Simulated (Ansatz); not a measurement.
# HfB: a tetragonal deformation path

Aim: for HfB, follow a tetragonal deformation at fixed volume.

Computed with Ansatz 0.2.0 (DFT PBE, scalar-relativistic, plane waves, PAW, unless a step's input says otherwise).

**1. The system as given**

Symmetry: Fm-3m, No. 225, cubic system. Conventional cell: a = 4.620 Å, b = 4.620 Å, c = 4.620 Å, α = 90.00°, β = 90.00°, γ = 90.00°. Hf (site symmetry m-3m) has 6 B at 2.31 Å as nearest neighbours. B (site symmetry m-3m) has 6 Hf at 2.31 Å as nearest neighbours.

As a file:

```cif
data_structure
_symmetry_space_group_name_H-M 'P 1'
_symmetry_Int_Tables_number 1
_cell_length_a 3.2668
_cell_length_b 3.2668
_cell_length_c 3.2668
_cell_angle_alpha 60.000
_cell_angle_beta 60.000
_cell_angle_gamma 60.000
_cell_volume 24.65
loop_
_atom_site_label
_atom_site_type_symbol
_atom_site_fract_x
_atom_site_fract_y
_atom_site_fract_z
_atom_site_occupancy
Hf1 Hf 0.50000 0.50000 0.50000 1
B1 B 0.00000 0.00000 0.00000 1
```

The cell is taken as given, not relaxed at this level.

**2. The reference: the undisturbed cell on the scan's mesh**

The input, input.yaml:

```yaml
crystal:
  lattice:
    - [0.0, 2.31, 2.31]
    - [2.31, 0.0, 2.31]
    - [2.31, 2.31, 0.0]
  atoms:
    - { symbol: Hf, position: [0.5, 0.5, 0.5] }
    - { symbol: B, position: [0.0, 0.0, 0.0] }
basis:
  ecutwfc: 420
kpoints:
  mp_grid: { grid: [20, 20, 20] }
hamiltonian:
  xc: pbe
scf:
  occupations: { method: gaussian, width: 0.15 }
output:
  forces: true
  stress: true
  eigenvalues: true
```

**3. The scan: a tetragonal deformation path**

At fixed volume and fractional coordinates, lengths along (0.000, 0.000, 1.000) are scaled against those across it; ρ is that ratio over its starting value.

**4. ρ = 0.707**

Changes to input.yaml since step 2:

```diff
@@ -2,5 +2,5 @@
   lattice:
-    - [0.0, 2.31, 2.31]
-    - [2.31, 0.0, 2.31]
-    - [2.31, 2.31, 0.0]
+    - [0.0, 2.5930178633, 1.8332636293]
+    - [2.5930178633, 0.0, 1.8332636293]
+    - [2.5930178633, 2.5930178633, 0.0]
   atoms:
```

**5. At ρ = 1.414**

Changes to input.yaml since step 4:

```diff
@@ -2,5 +2,5 @@
   lattice:
-    - [0.0, 2.5930178633, 1.8332636293]
-    - [2.5930178633, 0.0, 1.8332636293]
-    - [2.5930178633, 2.5930178633, 0.0]
+    - [0.0, 2.058079642, 2.9101246137]
+    - [2.058079642, 0.0, 2.9101246137]
+    - [2.058079642, 2.058079642, 0.0]
   atoms:
```

**6. ρ = 0.850**

Changes to input.yaml since step 5:

```diff
@@ -2,5 +2,5 @@
   lattice:
-    - [0.0, 2.058079642, 2.9101246137]
-    - [2.058079642, 0.0, 2.9101246137]
-    - [2.058079642, 2.058079642, 0.0]
+    - [0.0, 2.4385912135, 2.0728025314]
+    - [2.4385912135, 0.0, 2.0728025314]
+    - [2.4385912135, 2.4385912135, 0.0]
   atoms:
```

**7. Point ρ = 1.200**

Changes to input.yaml since step 6:

```diff
@@ -2,5 +2,5 @@
   lattice:
-    - [0.0, 2.4385912135, 2.0728025314]
-    - [2.4385912135, 0.0, 2.0728025314]
-    - [2.4385912135, 2.4385912135, 0.0]
+    - [0.0, 2.1737932267, 2.6085518721]
+    - [2.1737932267, 0.0, 2.6085518721]
+    - [2.1737932267, 2.1737932267, 0.0]
   atoms:
```

**8. At ρ = 0.780**

Changes to input.yaml since step 7:

```diff
@@ -2,5 +2,5 @@
   lattice:
-    - [0.0, 2.1737932267, 2.6085518721]
-    - [2.1737932267, 0.0, 2.6085518721]
-    - [2.1737932267, 2.1737932267, 0.0]
+    - [0.0, 2.5094609714, 1.9573795577]
+    - [2.5094609714, 0.0, 1.9573795577]
+    - [2.5094609714, 2.5094609714, 0.0]
   atoms:
```

**9. Point ρ = 1.300**

Changes to input.yaml since step 8:

```diff
@@ -2,5 +2,5 @@
   lattice:
-    - [0.0, 2.5094609714, 1.9573795577]
-    - [2.5094609714, 0.0, 1.9573795577]
-    - [2.5094609714, 2.5094609714, 0.0]
+    - [0.0, 2.1165613555, 2.7515297622]
+    - [2.1165613555, 0.0, 2.7515297622]
+    - [2.1165613555, 2.1165613555, 0.0]
   atoms:
```

**10. At ρ = 0.920**

Changes to input.yaml since step 9:

```diff
@@ -2,5 +2,5 @@
   lattice:
-    - [0.0, 2.1165613555, 2.7515297622]
-    - [2.1165613555, 0.0, 2.7515297622]
-    - [2.1165613555, 2.1165613555, 0.0]
+    - [0.0, 2.3751043994, 2.1850960475]
+    - [2.3751043994, 0.0, 2.1850960475]
+    - [2.3751043994, 2.3751043994, 0.0]
   atoms:
```

(Steps that only read results are left out.)

**Question.** What will these runs give? Wanted: highest point.

The runs gave:

| quantity | value |
| --- | --- |
| highest point | 1579.3 meV/atom at ρ = 0.707 |

**Reading.** No sampled point lies below the undisturbed cell. No sampled point inside the path is a dip, apart from those named. The runs treat Hf without spin-orbit coupling.
